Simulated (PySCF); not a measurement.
**Cl2HOSi−, an adduct: interaction energy**

An exercise on one series of results from a longer session: the logs are not shown, and one member is left open.

Computed with PySCF 2.14.0; each step states its level. No surroundings beyond the atoms listed, unless a continuum is named. Atoms count from 0, parts from 1.

## The system as given

5 atoms, charge -1, multiplicity 1; geometry: GFN2-xTB. Parts: 1 = atoms 0–2, `Cl[Si]Cl`, charge 0; 2 = atoms 3–4, `[OH-]`, charge -1. In the given geometry Si1 and O3 of different parts are bonded (1.63 Å), so values for the parts refer to these atom groups.

The first run:

The job: settings as JSON, then the geometry in Å.

```
{"job": {"xc": "PBE0", "basis": "def2-TZVPD", "d3": "d3bj", "grid": 3, "kind": "geom", "shake": 0.01}, "charge": -1, "multiplicity": 1, "parts": [{"atoms": "0-2", "charge": 0, "multiplicity": 1}, {"atoms": "3-4", "charge": -1, "multiplicity": 1}]}
Cl     0.405179    -0.393412    -1.347850
Si     0.570661     1.406211     0.048954
Cl    -1.415435     1.072512     1.122392
O      0.103292     2.576944    -0.992109
H     -0.742693     2.407801    -1.490080
```

The run is started by

```
> OMP_NUM_THREADS=1 python cluster_run.py task.json out
```

One launch serves the whole session: the jobs run in the order shown.

Among the steps run: Optimising the geometry at PBE0-D3(BJ)/def2-TZVPD; Coupled-cluster interaction energy: CCSD(T) and MP2, 1.69 Å; Coupled-cluster interaction energy: CCSD(T) and MP2, 1.77 Å; Coupled-cluster interaction energy: CCSD(T) and MP2, 1.86 Å; Coupled-cluster interaction energy: CCSD(T) and MP2, 1.60 Å; Coupled-cluster interaction energy: CCSD(T) and MP2, 2.11 Å; Coupled-cluster interaction energy: CCSD(T) and MP2, 1.52 Å; Coupled-cluster interaction energy: CCSD(T) and MP2, 2.53 Å; Coupled-cluster interaction energy: CCSD(T) and MP2, 3.38 Å.

One table of the session follows, with a row left open; its other results are not shown here.

It belongs to the step «Coupled-cluster interaction energy: CCSD(T) and MP2, 3.38 Å». 

```
                 method  interaction energy (kcal/mol)
         HF/aug-cc-pVDZ                         -24.44
        MP2/aug-cc-pVDZ                         -25.94
       CCSD/aug-cc-pVDZ                         -25.20
    CCSD(T)/aug-cc-pVDZ                         -26.46
         HF/aug-cc-pVQZ                              ?
        MP2/aug-cc-pVQZ                         -26.10
    SCS-MP2/aug-cc-pVQZ                         -25.61
      MP2, extrapolated                         -26.19
CCSD(T), limit estimate                         -26.72
```

Estimate the missing values for HF/aug-cc-pVQZ.

The run gave: interaction energy (kcal/mol): -24.36. In the column «interaction energy (kcal/mol)» it is the highest.

A test (T1, the size of the triples or of CCSD(T) less MP2, charge moved between the parts) flags this point.

Limits of these values: A test (T1 over 0.02, large triples or CCSD(T) less MP2, charge moved between the parts) flags the points at 2.11, 3.38 Å, so these are not to be taken as benchmarks. The test has hard marks: at 1.52, 1.60, 1.69, 1.77, 1.86 Å, CCSD(T) and MP2 differ by as much as at a flagged point, though the run passes.
